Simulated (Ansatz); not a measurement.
# C2H10ClNSi2: the cost of one run

Method: RKS PBE0-D4/6-31G*, in Ansatz 0.2.0.

### Step 1. The structure to begin with

Bond lengths (14 of 15 bonds, heavy atoms first): C1–Si2 1.874 Å, Si2–Si3 2.285 Å, Si2–Cl4 2.015 Å, Si2–C5 1.867 Å, C5–N6 1.475 Å, C1–H7 1.043 Å, C1–H8 1.102 Å, C1–H9 1.127 Å, Si3–H10 1.500 Å, Si3–H11 1.523 Å, Si3–H12 1.472 Å, C5–H13 1.101 Å, C5–H14 1.113 Å, N6–H15 1.035 Å. Angles (14 of 27 angles, heavy atoms first): C1–Si2–Si3 107.8°, C1–Si2–Cl4 109.9°, C1–Si2–C5 114.8°, Si3–Si2–Cl4 108.2°, Si3–Si2–C5 107.2°, Cl4–Si2–C5 108.7°, Si2–C5–N6 112.0°, Si2–C1–H7 112.8°, Si2–C1–H8 106.9°, Si2–C1–H9 111.1°, Si2–Si3–H10 111.7°, Si2–Si3–H11 109.4°, Si2–Si3–H12 113.0°, Si2–C5–H13 113.5°.

Coordinates:

```xyz
16

C    -0.2630   -1.3112    1.4442
Si   -0.0537   -0.4945   -0.2291
Si    2.1647   -0.5693   -0.7713
Cl   -1.0771   -1.5228   -1.6276
C    -0.5787    1.2963   -0.2979
N    -1.9943    1.4715    0.0781
H     0.0486   -2.3067    1.4490
H    -1.3314   -1.2384    1.7043
H     0.2434   -0.7138    2.2542
H     2.6953   -1.9719   -0.7432
H     2.9671    0.1965    0.2719
H     2.4592    0.0496   -2.0744
H    -0.4677    1.7478   -1.2954
H    -0.0043    1.8990    0.4410
H    -2.5835    0.9692   -0.6093
H    -2.2477    2.4758    0.0499
```

### Step 2. End point A

File input.yaml:

```yaml
crystal:
  periodic: [false, false, false]
  atoms:
    - { symbol: C, position_ang: [-0.263, -1.3112, 1.4442] }
    - { symbol: Si, position_ang: [-0.0537, -0.4945, -0.2291] }
    - { symbol: Si, position_ang: [2.1647, -0.5693, -0.7713] }
    - { symbol: Cl, position_ang: [-1.0771, -1.5228, -1.6276] }
    - { symbol: C, position_ang: [-0.5787, 1.2963, -0.2979] }
    - { symbol: "N", position_ang: [-1.9943, 1.4715, 0.0781] }
    - { symbol: H, position_ang: [0.0486, -2.3067, 1.449] }
    - { symbol: H, position_ang: [-1.3314, -1.2384, 1.7043] }
    - { symbol: H, position_ang: [0.2434, -0.7138, 2.2542] }
    - { symbol: H, position_ang: [2.6953, -1.9719, -0.7432] }
    - { symbol: H, position_ang: [2.9671, 0.1965, 0.2719] }
    - { symbol: H, position_ang: [2.4592, 0.0496, -2.0744] }
    - { symbol: H, position_ang: [-0.4677, 1.7478, -1.2954] }
    - { symbol: H, position_ang: [-0.0043, 1.899, 0.441] }
    - { symbol: H, position_ang: [-2.5835, 0.9692, -0.6093] }
    - { symbol: H, position_ang: [-2.2477, 2.4758, 0.0499] }
basis:
  gaussian: { orbitals: "6-31G*" }
hamiltonian:
  xc: pbe0
  dispersion: d4
relax:
  f_tol: 0.015
  max_steps: 40
```

The run is started by

```console
$ ansatz run input.yaml --threads 2 --pin off --max-ram 3072MiB --backend cpu --events-out ev --progress --plain --runs-dir out
```

What time and memory should one allow on 2 threads of Intel Xeon Platinum 8259CL at 2.50GHz (Skylake/Cascade Lake), shared host?

About 71 s, with a peak of 0.36 GiB.
